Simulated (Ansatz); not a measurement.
# VMo3S8: the cost of one run

Computed with Ansatz 0.2.0 (DFT PBE, scalar-relativistic, plane waves, PAW, unless a step names another level, unless a step's input says otherwise).

1 further run of the same task is left out (it didn't finish). Runs told in other sessions of the task aren't counted.

### Step 1. The system as given

It takes space group P-6m2 (No. 187, hexagonal). Conventional cell: a = 3.184 Å, b = 3.184 Å, c = 28.705 Å, α = 90.00°, β = 90.00°, γ = 120.00°. V (site symmetry -6m2) is surrounded by 6 S at 2.36 Å. Around Mo (site symmetry -6m2) lie 6 S at 2.41 Å. Mo (site symmetry 3m) has 6 S at 2.41 Å in its first shell of neighbours. Around S (site symmetry 3m) lie 3 Mo at 2.41 Å. Around S (site symmetry 3m) lie 3 V at 2.36 Å.

Coordinates:

```
CELL_PARAMETERS angstrom
3.18445 0.00000 0.00000
-1.59223 2.75782 0.00000
0.00000 0.00000 28.70511
ATOMIC_POSITIONS crystal
V 0.66667 0.33333 0.50000
Mo 0.66667 0.33333 0.00000
Mo 0.33333 0.66667 0.25571
Mo 0.33333 0.66667 0.74429
S 0.66667 0.33333 0.20128
S 0.66667 0.33333 0.68986
S 0.33333 0.66667 0.05444
S 0.33333 0.66667 0.55180
S 0.66667 0.33333 0.31014
S 0.66667 0.33333 0.79872
S 0.33333 0.66667 0.94556
S 0.33333 0.66667 0.44820
```

The cell was relaxed beforehand at this level, from a generated guess; it is a trial structure. At a tolerance of 0.05 Å it has space group P-6m2 (No. 187); it has 21.01 Å³/atom, an uncorrected energy of -0.89 eV/atom over the elements.

### Step 2. Bands, states and charges

Contents of input.yaml:

```yaml
crystal:
  lattice:
    - [3.1844521433, 0.0, 0.0]
    - [-1.5922260717, 2.7578164532, 0.0]
    - [0.0, 0.0, 28.7051128401]
  atoms:
    - { symbol: V, position: [0.6666666667, 0.3333333333, 0.5], spin: 0.84 }
    - { symbol: Mo, position: [0.6666666667, 0.3333333333, 0.0] }
    - { symbol: Mo, position: [0.3333333333, 0.6666666667, 0.2557110178] }
    - { symbol: Mo, position: [0.3333333333, 0.6666666667, 0.7442889822] }
    - { symbol: S, position: [0.6666666667, 0.3333333333, 0.2012781392] }
    - { symbol: S, position: [0.6666666667, 0.3333333333, 0.6898618985] }
    - { symbol: S, position: [0.3333333333, 0.6666666667, 0.0544382588] }
    - { symbol: S, position: [0.3333333333, 0.6666666667, 0.5518017831] }
    - { symbol: S, position: [0.6666666667, 0.3333333333, 0.3101381015] }
    - { symbol: S, position: [0.6666666667, 0.3333333333, 0.7987218608] }
    - { symbol: S, position: [0.3333333333, 0.6666666667, 0.9455617412] }
    - { symbol: S, position: [0.3333333333, 0.6666666667, 0.4481982169] }
basis:
  ecutwfc: 420
kpoints:
  mp_grid: { grid: [12, 12, 2] }
  band_path:
    path:
      - [[0.0, 0.0, 0.0], [0.5, 0.0, 0.0], [0.33333333, 0.33333333, 0.0], [0.0, 0.0, 0.0], [0.0, 0.0, 0.5], [0.5, 0.0, 0.5], [0.33333333, 0.33333333, 0.5], [0.0, 0.0, 0.5]]
      - [[0.5, 0.0, 0.5], [0.5, 0.0, 0.0]]
      - [[0.33333333, 0.33333333, 0.5], [0.33333333, 0.33333333, 0.0]]
    npoints: 10
hamiltonian:
  xc: pbe
scf:
  occupations: { method: gaussian, width: 0.1 }
  n_extra_bands: 30
output:
  forces: true
  stress: true
  eigenvalues: true
  populations: true
  dos: { projected: true, de: 0.02, nscf_kmesh: { grid: [15, 15, 3] } }
  bader: false
  write_density: true
  write_potential: true
  elf: true
  volumetric_format: npy
magnetization:
  spin_polarized: true
checkpoint:
  read: start.run
  write: ck
  compress: false
  write_wavefunctions: false
  write_every: 100000
```

Run with:

```bash
> ansatz run input.yaml --threads 4 --pin off --max-ram 8192MiB --backend cpu --events-out ev --progress --plain --runs-dir out
```

Q: Estimate wall time and peak memory on 4 threads of Intel Xeon at 2.50GHz (Skylake/Cascade Lake), shared host.

About 4.1 min, with a peak of 2.1 GiB.
